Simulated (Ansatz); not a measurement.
What does this script print? It uses the Ansatz DFT code, driven from Python.

`scan.py`:
```python
# -*- coding: utf-8 -*-
"""Potential curve of CH5BrSSi along one bond."""

import ansatz
import numpy as np

BASIS = "def2-SVP"
FUNCTIONAL = "B3LYP"


def main():
    geometry_ang = [
        ("C", (-0.8031, 1.1685, 0.5302)),
        ("S", (0.5187, 1.0146, -0.6362)),
        ("Si", (0.7855, -1.1044, -0.7181)),
        ("Br", (1.5715, -1.7921, 1.277)),
        ("H", (-0.5775, 0.8481, 1.4974)),
        ("H", (-1.1065, 2.29, 0.5929)),
        ("H", (-1.7082, 0.675, 0.1709)),
        ("H", (1.8797, -1.4117, -1.7354)),
        ("H", (-0.4717, -1.7343, -0.9957)),
    ]
    mol = ansatz.Crystal.molecule()
    for symbol, xyz in geometry_ang:
        mol = mol.atom(symbol, xyz)

    symbols = [site.symbol for site in mol.cartesian_sites]
    start = np.array([site.position_ang for site in mol.cartesian_sites])
    axis = (start[2] - start[1]) / np.linalg.norm(start[2] - start[1])
    moving = [2, 3, 7, 8]
    lengths, energies = [1.881, 1.966, 2.052, 2.137, 2.223, 2.308, 2.394, 2.522], []
    for length in lengths:
        xyz = start.copy()
        xyz[moving] += (length - np.linalg.norm(start[2] - start[1])) * axis
        point = ansatz.Crystal.molecule()
        for symbol, place in zip(symbols, xyz):
            point = point.atom(symbol, place.tolist())
        calculation = (
            point.calculation()
            .basis(gaussian=BASIS)  # the orbital basis, by name
            .functional(FUNCTIONAL)
        )
        data = calculation.run(threads=1).report
        energies.append(data["free_energy_ev"])
        print(f"r = {length:6.3f} A  E = {energies[-1]:.5f} eV  <S^2> = {abs(data['mean_field']['state']['spin_squared']):.3f}")

    # quartic fit about the minimum
    fit = np.polynomial.Polynomial.fit(lengths, np.array(energies) - min(energies), 4).convert()
    roots = [r.real for r in fit.deriv().roots() if abs(r.imag) < 1e-9 and fit.deriv(2)(r.real) > 0]
    r_e = min(roots, key=lambda r: abs(r - lengths[int(np.argmin(energies))]))
    print(f"minimum of the fit at {r_e:.4f} A, force constant {fit.deriv(2)(r_e):.2f} eV/A^2")


if __name__ == "__main__":
    main()
```

```console
$ python scan.py
r =  1.881 A  E = -89865.26061 eV  <S^2> = 0.000
r =  1.966 A  E = -89865.73950 eV  <S^2> = 0.000
r =  2.052 A  E = -89865.98513 eV  <S^2> = 0.000
r =  2.137 A  E = -89866.06132 eV  <S^2> = 0.000
r =  2.223 A  E = -89866.02135 eV  <S^2> = 0.000
r =  2.308 A  E = -89865.90323 eV  <S^2> = 0.000
r =  2.394 A  E = -89865.73170 eV  <S^2> = 0.000
r =  2.522 A  E = -89865.42122 eV  <S^2> = 0.000
minimum of the fit at 2.1447 A, force constant 15.46 eV/A^2
```

Caveats:
- Total energies depend on the basis set; only differences at equal settings carry meaning.
- The rest of the molecule is held rigid at a force-field or estimated start geometry, and the basis set is modest; single-reference methods fail as a bond breaks.
- b3lyp holds the VWN-RPA fit, as in Gaussian; the form of ORCA and Turbomole is b3lyp5.
- The orbitals are restricted, so S² is zero by construction.
- The whole script took 34 s on 1 thread of Arm Neoverse V1, with other jobs on the host, peak memory 0.31 GiB.
